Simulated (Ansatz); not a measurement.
# AlClH₅NSi: small, medium and large basis sets

The task here is to estimate one member of a computed series from the others.

Program: Ansatz 0.2.0, Gaussian basis. Level of theory: one geometry, several basis sets. These are calculated values, not measurements.

The runs, in order: PBE0-D4/def2-SVP; ωB97M-V/def2-SVP; PBE0-D4/def2-QZVPP; ωB97M-V/def2-QZVPP; the functionals' def2-TZVPP values are taken from earlier runs.

### The relaxed structure

All runs share one geometry, relaxed beforehand with PBE0-D4 in a triple-zeta def2 set.

SMILES `[SiH3][NH][AlH][Cl]`, 9 atoms, charge 0, spin multiplicity 1.

Atoms are counted from 1 here; the program's logs count them from 0.

Bond lengths: Si1–N2 1.731 Å, Si1–H5 1.489 Å, Si1–H6 1.489 Å, Si1–H7 1.482 Å, N2–Al3 1.771 Å, N2–H8 1.013 Å, Al3–Cl4 2.093 Å, Al3–H9 1.571 Å. Angles: N2–Si1–H5 111.4°, N2–Si1–H6 111.5°, N2–Si1–H7 107.9°, H5–Si1–H6 107.3°, H5–Si1–H7 109.4°, H6–Si1–H7 109.4°, Si1–N2–Al3 132.0°, Si1–N2–H8 113.8°, Al3–N2–H8 114.2°, N2–Al3–Cl4 118.8°, N2–Al3–H9 120.8°, Cl4–Al3–H9 120.4°.

The first run:

Input file in.yaml:

```yaml
crystal:
  periodic: [false, false, false]
  atoms:
    - {symbol: Si, position_ang: [-0.159316, 0.779592, -1.179306]}
    - {symbol: N, position_ang: [-0.206874, -0.613268, -0.151885]}
    - {symbol: Al, position_ang: [0.277014, -0.858869, 1.533774]}
    - {symbol: Cl, position_ang: [1.071887, 0.755942, 2.601440]}
    - {symbol: H, position_ang: [0.683651, 0.539398, -2.383314]}
    - {symbol: H, position_ang: [-1.519850, 1.149380, -1.659031]}
    - {symbol: H, position_ang: [0.408738, 1.904100, -0.398075]}
    - {symbol: H, position_ang: [-0.582070, -1.440447, -0.601164]}
    - {symbol: H, position_ang: [0.115419, -2.262027, 2.220462]}
basis:
  gaussian: {orbitals: def2-SVP}
hamiltonian: {xc: pbe0, dispersion: d4}
output: {orbitals: {seedname: orbitals}}
```

Command:

```
> ansatz run in.yaml --threads 2 --pin off --events-out ev --progress --plain --max-ram 4352MiB
```

Among the steps run: PBE0-D4 in def2-SVP; ωB97M-V in def2-SVP; PBE0-D4 in def2-QZVPP; ωB97M-V in def2-QZVPP.

One table of the session follows, with a row left open; its other results are not shown here.

```
functional       basis  HOMO (eV)
   PBE0-D4    def2-SVP      -7.81
   PBE0-D4  def2-TZVPP          ?
   PBE0-D4  def2-QZVPP      -7.94
   ωB97M-V    def2-SVP     -10.05
   ωB97M-V  def2-TZVPP     -10.21
   ωB97M-V  def2-QZVPP     -10.23
```

Q: Estimate the row for PBE0-D4, def2-TZVPP from the others.

As computed: HOMO (eV): -7.92. In the column «HOMO (eV)» it lies between PBE0-D4, def2-QZVPP (-7.94) and PBE0-D4, def2-SVP (-7.81).
